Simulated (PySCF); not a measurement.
# The bond of BBr, level by level

One job finds the state of BBr, follows it along the bond with each method and fits the curves.

The runs use PySCF 2.14.0; B def2-TZVPPD, Br def2-TZVPPD, no relativity.

**1. Set-up**

The job is set up so:

```
atoms                         : B, Br
charge                        : 0
basis                         : B def2-TZVPPD, Br def2-TZVPPD
Hamiltonian                   : no relativity
basis functions               : 94
electrons treated             : 40
masses in u                   : 11.0093, 78.9183
levels                        : PBE0, PBE, r²SCAN, BHandHLYP, PW91, LDA, MN15, r²SCAN0, CAM-B3LYP, HF, MP2, SCS-MP2, CCSD, CCSD(T)
grid                          : 80 radial by 434 angular points
occupations                   : held fixed by the projection of orbital angular momentum
dissociation limit            : B + Br, each in its ground configuration
starting distance in angstrom : 1.930
values of 2S to try           : 0, 2
```

Launch:

```sh
$ OMP_NUM_THREADS=2 python dia.py task.json out
```

Further steps of the session: The PBE0 curve of the state that the search chose; Higher solutions at PBE0; PBE; r²SCAN (meta-GGA); BHandHLYP; PW91 (GGA); LDA (local density); MN15; r²SCAN0 (hybrid meta-GGA); CAM-B3LYP (range-separated hybrid); RHF; Adding correlation.

**Question.** What will these runs give? Wanted: for each run, Re; ωe; De; μ.

As calculated:

Lowest PBE0 solution found, without spin–orbit coupling: ¹Σ⁺ (singlet), closed shell. State 2 has its PBE0 minimum 1.94 eV higher. The other levels ran on the lowest alone.

| level | Re (Å) | ωe (cm⁻¹) | De (eV) | μ (D) |
| --- | --- | --- | --- | --- |
| RHF | 1.902 | 684 | 3.05 | 1.20 |
| RHF-MP2 | 1.881 | 709 | 4.63 | n/a |
| RHF-SCS-MP2 | 1.887 | 701 | 4.45 | n/a |
| RHF-CCSD | 1.896 | 693 | 4.27 | n/a |
| RHF-CCSD(T) | 1.898 | 690 | 4.46 | n/a |
| LDA | 1.882 | 686 | 5.45 | 1.69 |
| PBE | 1.909 | 660 | 4.80 | 1.50 |
| PW91 | 1.907 | 661 | 4.81 | 1.50 |
| r²SCAN | 1.901 | 672 | 4.63 | 1.53 |
| PBE0 | 1.894 | 685 | 4.58 | 1.48 |
| r²SCAN0 | 1.891 | 688 | 4.43 | 1.47 |
| MN15 | 1.884 | 692 | 4.65 | 1.45 |
| BHandHLYP | 1.888 | 691 | 4.16 | 1.41 |
| CAM-B3LYP | 1.883 | 693 | 4.35 | 1.53 |

De is counted to B + Br in their ground configurations. A positive dipole means B(−)Br(+).

Differences from CCSD(T) in the same basis:

| level | Re (mÅ) | ωe (%) |
| --- | --- | --- |
| RHF | +5 | -0.7 |
| RHF-MP2 | -17 | +2.9 |
| RHF-SCS-MP2 | -10 | +1.6 |
| RHF-CCSD | -2 | +0.6 |
| LDA | -16 | -0.5 |
| PBE | +11 | -4.2 |
| PW91 | +9 | -4.2 |
| r²SCAN | +3 | -2.5 |
| PBE0 | -4 | -0.7 |
| r²SCAN0 | -7 | -0.1 |
| MN15 | -14 | +0.4 |
| BHandHLYP | -10 | +0.2 |
| CAM-B3LYP | -15 | +0.5 |

Against CCSD(T) in the same basis, the bond length is nearest at RHF-CCSD (-2 mÅ) and farthest at RHF-MP2 (-17 mÅ); the wavenumber is nearest at r²SCAN0 (-0.1 %) and farthest at PBE and PW91 (-4.2 %). Among the levels with a De in the table, it runs from 3.05 eV (RHF) to 5.45 eV (LDA).

Correlated steps freeze 10 core orbitals.
